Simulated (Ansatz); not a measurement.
# B₂Cl₄H₂O₂: small, medium and large basis sets

Aim: see how fast density functionals converge with the basis set for B₂Cl₄H₂O₂.

Computed with Ansatz 0.2.0, Gaussian basis. Level: one geometry, several basis sets.

The runs, in order: PBE0-D4/def2-SVP; ωB97M-V/def2-SVP; PBE0-D4/def2-QZVPP; ωB97M-V/def2-QZVPP; the functionals' def2-TZVPP values are taken from earlier runs.

## (1) The relaxed structure

The geometry comes from an earlier relaxation with PBE0-D4 in a triple-zeta def2 set; it is a stationary point, not always the lowest conformer.

SMILES `Cl[B-]1(Cl)[OH+][B-](Cl)(Cl)[OH+]1`, 10 atoms, charge 0, spin multiplicity 1.

Atoms are counted from 1 here; the program's logs count them from 0.

Bond lengths: Cl1–B2 1.777 Å, B2–Cl3 1.803 Å, B2–O4 1.542 Å, B2–O8 1.542 Å, O4–B5 1.542 Å, O4–H9 0.966 Å, B5–Cl6 1.803 Å, B5–Cl7 1.777 Å, B5–O8 1.542 Å, O8–H10 0.966 Å. Angles: Cl1–B2–Cl3 116.5°, Cl1–B2–O4 112.5°, Cl1–B2–O8 112.5°, Cl3–B2–O4 111.8°, Cl3–B2–O8 111.8°, O4–B2–O8 88.7°, B2–O4–B5 91.0°, B2–O4–H9 114.5°, B5–O4–H9 114.5°, O4–B5–Cl6 111.8°, O4–B5–Cl7 112.5°, O4–B5–O8 88.7°, Cl6–B5–Cl7 116.5°, Cl6–B5–O8 111.8°, Cl7–B5–O8 112.5°, B2–O8–B5 91.0°, B2–O8–H10 114.5°, B5–O8–H10 114.5°.

## (2) PBE0-D4 in def2-SVP

in.yaml reads:

```yaml
crystal:
  periodic: [false, false, false]
  atoms:
    - {symbol: Cl, position_ang: [0.903573, -2.517621, -0.170162]}
    - {symbol: B, position_ang: [-0.081272, -1.090426, 0.217269]}
    - {symbol: Cl, position_ang: [-1.579575, -1.384815, 1.175385]}
    - {symbol: O, position_ang: [0.757131, 0.062398, 0.806115]}
    - {symbol: B, position_ang: [0.347628, 0.990476, -0.355631]}
    - {symbol: Cl, position_ang: [-0.831063, 2.246672, 0.175616]}
    - {symbol: Cl, position_ang: [1.744444, 1.561964, -1.293295]}
    - {symbol: O, position_ang: [-0.356491, -0.210595, -1.019194]}
    - {symbol: H, position_ang: [0.470866, 0.361527, 1.678341]}
    - {symbol: H, position_ang: [-1.292243, -0.070680, -1.211546]}
basis:
  gaussian: {orbitals: def2-SVP}
hamiltonian: {xc: pbe0, dispersion: d4}
output: {orbitals: {seedname: orbitals}}
```

Launch:

```bash
ansatz run in.yaml --threads 4 --pin off --events-out ev --progress --plain --max-ram 11315MiB
```

Further steps of the session: ωB97M-V in def2-SVP; PBE0-D4 in def2-QZVPP; ωB97M-V in def2-QZVPP.

Before running them: what should the planned runs give, taken together? Wanted: PBE0-D4: double and triple zeta above quadruple; ωB97M-V: double and triple zeta above quadruple.

The runs gave:

| quantity | value |
| --- | --- |
| PBE0-D4: double and triple zeta above quadruple | 24.96, 1.73 eV |
| ωB97M-V: double and triple zeta above quadruple | 24.72, 1.63 eV |

**Reading.** For PBE0-D4 the step from double to triple zeta gains 23.23 eV and the next only 1.73 eV. These are total energies; as a rule much of such shifts cancels in differences, which this series doesn't test. The LUMO of ωB97M-V is positive and keeps falling with the basis (2.19 to 0.83 eV): an unbound level that the basis holds in place.
